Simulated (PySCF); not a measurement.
# The bond of KRb−, level by level

An exercise on one series of results from a longer session: the logs are not shown, and one member is left open.

Computed with PySCF 2.14.0. Level: K def2-SVPD, Rb def2-SVPD with ECP28, scalar-relativistic core potentials.

5 further runs of the same task are left out: 1 that didn't finish, 4 set aside as unsound or not needed.

The first run:

Settings of the job:

- atoms: K, Rb
- charge: -1
- basis: K def2-SVPD, Rb def2-SVPD with ECP28
- Hamiltonian: scalar-relativistic core potentials
- basis functions: 54
- electrons treated: 29
- masses in u: 38.9637, 84.9118
- levels: PBE0, PBE, r²SCAN, PW91, M06, M06-L, CAM-B3LYP, MP2, SCS-MP2
- grid: 80 radial by 434 angular points
- occupations: held fixed by the projection of orbital angular momentum
- dissociation limit: K− + Rb, each in its ground configuration
- starting distance in angstrom: 4.105
- values of 2S to try: 1, 3

Started as:

```
> OMP_NUM_THREADS=1 python dia.py task.json out
```

Among the steps run: Set-up; First curve: PBE0; PBE (GGA); r²SCAN (meta-GGA); PW91; M06 (hybrid meta-GGA); M06-L; CAM-B3LYP (range-separated hybrid).

One of the session's tables, all rows but one given; the rest of the session is left out.

Energy (eV) from each level's lowest point:

```
R (Å)  ROHF-MP2  ROHF-SCS-MP2    PBE   PW91  r²SCAN
4.029     0.051         0.062  0.052  0.051   0.082
4.216     0.020         0.028  0.021  0.021   0.042
4.404     0.005         0.009  0.005  0.005   0.016
4.544     0.000         0.002  0.000  0.000   0.006
4.685     0.000         0.000  0.000  0.000   0.001
4.825     0.005         0.002  0.004  0.004   0.000
5.013     0.015         0.010  0.013  0.013   0.005
5.247         ?             ?      ?      ?       ?
5.528     0.062         0.051  0.053  0.054   0.036
5.903     0.104         0.090  0.087  0.088   0.067
```

**Question.** Estimate the row for R (Å) = 5.247.

Worked estimate for «ROHF-MP2». A straight line through the neighbours (5.013, 0.015) and (5.528, 0.062) gives 0.015 + (0.062 − 0.015) × (5.247 − 5.013) / (5.528 − 5.013) = 0.036; a parabola fitted to 4 rows on both sides gives 0.035.

As computed: ROHF-MP2: 0.034; ROHF-SCS-MP2: 0.026; PBE: 0.029; PW91: 0.030; r²SCAN: 0.016. In «ROHF-MP2» the line misses by +0.002 and the parabola by +0.001.
